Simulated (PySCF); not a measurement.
# Towards the basis-set limit for SiSe

The task here is to estimate one member of a computed series from the others.

The runs use PySCF 2.14.0; CCSD(T) on RHF, scalar-relativistic core potentials.

Set-up of the first run:

```
molecule             : SiSe
state                : singlet, unpaired electrons none
smaller basis        : Si cc-pV(T+d)Z, Se cc-pVTZ-PP with ECP10
larger basis         : Si cc-pV(Q+d)Z, Se cc-pVQZ-PP with ECP10
frozen core orbitals : 14
extrapolation        : correlation as n⁻³ (n = 3, 4), Hartree–Fock as (n+1)·exp(−9√n)
corrections          : core–valence correlation
distances (Å)        : 1.8218, 1.9046, 1.9874, 2.0702, 2.1530, 2.2565, 2.3600
masses (u)           : 27.9769, 79.9165
dissociation limit   : Si + Se
```

Launch:

```sh
$ OMP_NUM_THREADS=4 python comp.py task.json out
```

One of the session's tables, all rows but one given; the rest of the session is left out.

```
               level  Re (Å)  ωe (cm⁻¹)  ωexe (cm⁻¹)  αe (cm⁻¹)  De (eV)
CCSD(T)/cc-pVTZ(-PP)  2.0793      572.2         1.62   0.000745    5.321
CCSD(T)/cc-pVQZ(-PP)  2.0717      577.4         1.63   0.000749    5.507
              HF/CBS  2.0369      631.6         1.40   0.000658    3.248
             MP2/CBS  2.0656      586.7         1.44   0.000716    5.807
            CCSD/CBS  2.0539      604.7         1.46   0.000693    5.326
         CCSD(T)/CBS  2.0675      581.5         1.62   0.000746    5.639
      CCSD(T)/CBS+CV       ?          ?            ?          ?        ?
```

Q: Estimate the row for CCSD(T)/CBS+CV from the others.

As computed: Re (Å): 2.0568; ωe (cm⁻¹): 585.7; ωexe (cm⁻¹): 1.64; αe (cm⁻¹): 0.000758; De (eV): 5.711. In the column «Re (Å)» it lies between CCSD/CBS (2.0539) and MP2/CBS (2.0656).

**Reading.** The last step gives Re = 2.0568 Å, ωe = 585.7 cm⁻¹ and De = 5.711 eV; the smaller basis alone is off from it by +22.5 mÅ and -0.39 eV. Near the minimum the mean field binds by 3.23 eV and correlation adds 2.41 eV of binding. T1 is 0.025, large enough to doubt a single reference. Spin–orbit coupling and excitations beyond (T) are left out.
